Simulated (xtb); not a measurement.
**Two attempts at SnHBrClO (SMILES [OH][Sn]([Cl])[Br])**

Wanted: ionisation and attachment energies of SnHBrClO, GFN2-xTB (GBSA thf, reference state bar1M).

The calculation is run with xtb 6.7.1.

3 further runs of the same task are left out: 3 set aside as unsound or not needed.

## Step 1: The system as given

The species is SnHBrClO (5 atoms), meant as a doublet with charge 0. SMILES: `[OH][Sn]([Cl])[Br]`. Geometry: optimised at GFN2-xTB. This is one conformer, not always the lowest.

Bond lengths: O1–Sn2 2.072 Å, Sn2–Cl3 2.404 Å, Sn2–Br4 2.619 Å, O1–H5 0.956 Å. Angles: O1–Sn2–Cl3 103.7°, O1–Sn2–Br4 104.3°, Cl3–Sn2–Br4 108.3°, Sn2–O1–H5 125.3°.

## Step 2: First attempt

Input file .CHRG:

```
0
```

Input file .UHF:

```
1
```

Input file mol.xyz:

```xyz
5

O      0.07986000    -1.40426000     0.47118000
Sn    -0.70337000     0.31360000    -0.38165000
Cl     0.29133000     0.36658000    -2.56949000
Br     0.31834000     2.26512000     1.03533000
H      0.06374000    -1.61475000     1.40323000
```

Run with:

```console
xtb mol.xyz --iterations 1 --gbsa thf bar1M --gfn 2 --pop --dipole --vipea > xtb.out
```

The program printed:

```text
* xtb version 6.7.1
   ID    Z sym.   atoms
    1    8 O      1
    2   50 Sn     2
    3   17 Cl     3
    4   35 Br     4
    5    1 H      5

           -------------------------------------------------
          |                Calculation Setup                |
           -------------------------------------------------

          program call               : xtb mol.xyz --iterations 1 --gbsa thf bar1M --gfn 2 --pop --dipole --vipea
          coordinate file            : mol.xyz
          omp threads                :                     1

           -------------------------------------------------
          |                 G F N 2 - x T B                 |
           -------------------------------------------------

[... 2 lines left out ...]
        zeta-weighting                 0.500000
[... 52 lines left out ...]
          :  -> SCF convergence          0.1000000E-05 Eh   :
          :  -> wf. convergence          0.1000000E-03 e    :
[... 8 lines left out ...]
   *** convergence criteria cannot be satisfied within 1 iterations ***
[... 16 lines left out ...]
 SCC (total)                   0 d,  0 h,  0 min,  0.006 sec
 SCC setup                      ...        0 min,  0.000 sec (  3.526%)
 Dispersion                     ...        0 min,  0.000 sec (  0.605%)
 classical contributions        ...        0 min,  0.000 sec (  0.240%)
 integral evaluation            ...        0 min,  0.002 sec ( 29.888%)
 iterations                     ...        0 min,  0.001 sec ( 11.838%)
 molecular gradient             ...        0 min,  0.003 sec ( 50.579%)
 printout                       ...        0 min,  0.000 sec (  3.035%)

########################################################################
[ERROR] Program stopped due to fatal error
-3- Single point calculation terminated
-2- xtb_calculator_singlepoint: Electronic structure method terminated
-1- scf: Self consistent charge iterator did not converge
########################################################################
```

Standard error:

```text
ERROR STOP
Error termination. Backtrace:
abnormal termination of xtb
```

It took 0.11 s on 1 thread of Intel Xeon Platinum 8259CL at 2.50GHz (Skylake/Cascade Lake), shared host.

## Step 3: Diagnosis

The run stopped without converging.

The telling line is `1- scf: Self consistent charge iterator did not converge`. The cause is that the iteration cap is too low for convergence. To mend it: iteration cap at its default in place of 1.

## Step 4: The mended input

Input file mol.json:

```json
{
 "schema_name": "qcschema_molecule",
 "schema_version": 2,
 "symbols": [
  "O",
  "Sn",
  "Cl",
  "Br",
  "H"
 ],
 "geometry": [
  0.15091353,
  -2.65366681,
  0.89040116,
  -1.32917666,
  0.59261811,
  -0.72121398,
  0.55053391,
  0.6927358,
  -4.85563238,
  0.60157541,
  4.28045644,
  1.95649015,
  0.12045114,
  -3.05143526,
  2.65172039
 ],
 "molecular_charge": 0,
 "molecular_multiplicity": 2
}
```

Run with:

```console
xtb mol.json --pop --dipole --gfn 2 --vipea --gbsa thf bar1M > out.txt
```

The program printed:

```text
* xtb version 6.7.1
[...]
      * Solvation model:               GBSA
        Solvent                        thf
[...]
        Solvent mass                       7.2106E+01 g/mol
[...]
          :  # basis functions                  35          :
[...]
          :  # electrons                        25          :
[...]
          :  Hamiltonian                  GFN2-xTB          :
[...]
          :  net charge                          0          :
          :  unpaired electrons                  0          :
[...]
   *** convergence criteria satisfied after 24 iterations ***
[...]
         ::                     SUMMARY                     ::
         :::::::::::::::::::::::::::::::::::::::::::::::::::::
         :: total energy             -15.432298251800 Eh    ::
         :: total w/o Gsasa/hb       -15.422118095655 Eh    ::
         :: gradient norm              0.009318276251 Eh/a0 ::
         :: HOMO-LUMO gap              6.558368068144 eV    ::
         ::.................................................::
         :: SCC energy               -15.451860222179 Eh    ::
         :: -> isotropic ES            0.013468334585 Eh    ::
         :: -> anisotropic ES         -0.001288472523 Eh    ::
         :: -> anisotropic XC         -0.006185908368 Eh    ::
         :: -> dispersion             -0.004135914459 Eh    ::
         :: -> Gsolv                  -0.014497307583 Eh    ::
         ::    -> Gelec               -0.004317151438 Eh    ::
         ::    -> Gsasa               -0.009745709558 Eh    ::
         ::    -> Ghb                 -0.006865057981 Eh    ::
         ::    -> Gshift               0.006430611393 Eh    ::
[...]
        13        2.0000           -0.3545550              -9.6479 (HOMO)
        14                         -0.1201938              -3.2706 (LUMO)
[...]
     #   Z          covCN         q      C6AA      α(0)
     1   8 O        1.562    -0.717    28.208     7.166
     2  50 Sn       2.375     0.478   391.817    40.315
     3  17 Cl       0.800    -0.572   118.288    16.638
     4  35 Br       0.818    -0.486   198.656    22.724
     5   1 H        0.806     0.297     0.730     1.342
[...]
molecular dipole:
                 x           y           z       tot (Debye)
 q only:       -1.315      -1.195       1.633
   full:       -1.876      -2.506       0.893       8.275
molecular quadrupole (traceless):
[...]
          | TOTAL ENERGY              -15.820142490374 Eh   |
          | GRADIENT NORM               0.045594416815 Eh/α |
          | HOMO-LUMO GAP               6.377293176242 eV   |
           -------------------------------------------------
[...]
```

Standard error:

```text
normal termination of xtb
```

It took 0.098 s on 1 thread of Intel Xeon Platinum 8259CL at 2.50GHz (Skylake/Cascade Lake), shared host.

## Step 5: Outcome

Level: GFN2-xTB (GBSA thf, reference state bar1M).

```
                                  quantity          value
                              total energy   -15.43230 Eh
                         dispersion energy  -10.86 kJ/mol
                solvent term in the energy   -38.1 kJ/mol
vertical ionisation energy (program's own)        7.63 eV
vertical electron affinity (program's own)        5.71 eV
```
